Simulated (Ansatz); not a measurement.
# GaGe under changes of volume

One of the cells (24.335 Å³/atom); the others are scaled copies at fixed shape and fractional positions:

```
CELL_PARAMETERS angstrom
0.00000 2.89784 2.89784
2.89784 0.00000 2.89784
2.89784 2.89784 0.00000
ATOMIC_POSITIONS crystal
Ge 0.00000 0.00000 0.00000
Ga 0.25000 0.25000 0.25000
```

The cell comes from a database or a generator and needn't be the stable form of this composition.

| Item | Value |
| --- | --- |
| Program | Ansatz 0.2.0 |
| Functional | PBE |
| Potentials or basis | Ansatz PAW |
| Cutoff | 420 eV (not typed: the program's choice for these potentials) |
| k mesh | 8 × 8 × 8 |
| Occupations | fermi-dirac, width 0.05 eV |
| Spin | no spin polarisation |

```csv
volume (Å³/atom),energy over the lowest point (meV/atom),pressure (GPa)
22.875,?,?
23.361,7.87,2.5
23.848,2.24,1.3
24.335,0.00,0.2
24.821,0.78,-0.7
25.308,4.24,-1.5
25.795,10.12,-2.3
```

Q: What does the run at 22.875 Å³/atom give?

A: Energy over the lowest point 17.32 meV/atom; pressure 3.8 GPa.

Worked out: A Birch-Murnaghan fit of order 3 (a polynomial in V^(-2/3)) to the other rows has its minimum at 24.45 Å³/atom with B0 = V·E''(V) = 49 GPa and B' = 4.7. It gives 17.27 meV/atom at 22.875 Å³/atom, against the run's 17.32, and -dE/dV = 3.8 GPa, against 3.8.

Energies are extrapolated to zero smearing.
